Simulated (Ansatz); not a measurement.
# In: stress in a strained cell

Aim: deform In (zz strain of +2 %) and compute stress, forces and field gradients with LAPW, PAW and all-electron datasets made for the crystal.

Method: DFT LDA, scalar-relativistic, in Ansatz 0.2.0.

## 1. The starting structure

It takes space group I4/mmm (No. 139, tetragonal). Conventional cell: a = 3.252 Å, b = 3.252 Å, c = 4.948 Å, α = 90.00°, β = 90.00°, γ = 90.00°. In (site symmetry 4/mmm) is surrounded by 12 In at 3.25 to 3.38 Å.

Structure file:

```
In
1.0
    -1.62615    1.62615    2.47395
     1.62615   -1.62615    2.47395
     1.62615    1.62615   -2.47395
In
1
Direct
  0.00000 0.00000 0.00000
```

## 2. The deformed structure

Space group I4/mmm before, I4/mmm after.

## 3. All-electron LAPW

input.yaml reads:

```yaml
crystal:
  lattice:
    - [-1.62615, 1.62615, 2.523429]
    - [1.62615, -1.62615, 2.523429]
    - [1.62615, 1.62615, -2.523429]
  atoms:
    - { symbol: In, position: [0.0, 0.0, 0.0] }
kpoints:
  mp_grid: { grid: [14, 14, 14] }
  band_path:
    path:
      - [0.0, 0.0, 0.0]
      - [0.0, 0.0, 0.5]
      - [0.25, 0.25, 0.25]
      - [0.0, 0.5, 0.0]
      - [0.0, 0.0, 0.0]
      - [0.5, 0.5, -0.5]
      - [0.3538195246, 0.6461804754, -0.3538195246]
      - [-0.3538195246, 0.3538195246, 0.3538195246]
      - [0.0, 0.0, 0.0]
    npoints: 5
scf:
  occupations: { method: fermi_dirac, width: 0.05 }
hamiltonian:
  xc: lda
  pseudopotentials: { kind: all_electron, lapw: { basis_error: 0.0005 } }
output:
  forces: true
  stress: true
  eigenvalues: true
```

On the command line:

```
$ ansatz run input.yaml --threads 1 --pin off --max-ram 3072MiB --backend cpu --events-out ev --progress --plain --runs-dir out
```

## 4. PAW with frozen cores

input.yaml reads:

```yaml
crystal:
  lattice:
    - [-1.62615, 1.62615, 2.523429]
    - [1.62615, -1.62615, 2.523429]
    - [1.62615, 1.62615, -2.523429]
  atoms:
    - { symbol: In, position: [0.0, 0.0, 0.0] }
kpoints:
  mp_grid: { grid: [14, 14, 14] }
scf:
  occupations: { method: fermi_dirac, width: 0.05 }
hamiltonian:
  xc: lda
  pseudopotentials: { kind: paw }
output:
  forces: true
  stress: true
  eigenvalues: true
  efg: { contact_densities: true }
```

## 5. Datasets made for this crystal

input.yaml: that of step 4 with these lines changed.

```diff
@@ -13,3 +13,3 @@
   xc: lda
-  pseudopotentials: { kind: paw }
+  pseudopotentials: { kind: all_electron, datasets: crystal }
 output:
```

(Steps that only read results are left out.)

**Question.** What will these runs give? Wanted: pressure; largest shear or deviatoric stress.

As calculated:

| quantity | value |
| --- | --- |
| pressure | LAPW -3.34, PAW -3.35, crystal datasets -3.34 GPa |
| largest shear or deviatoric stress (LAPW) | 0.05 GPa |

In words: The largest part of the stress beyond the pressure is 0.05 GPa in size, in the zz component. No run of the undeformed cell stands beside it, so the pressure holds what the given cell had before the change. PAW: stress within 0.01 GPa of LAPW. Crystal datasets: stress within 0.01 GPa of LAPW.
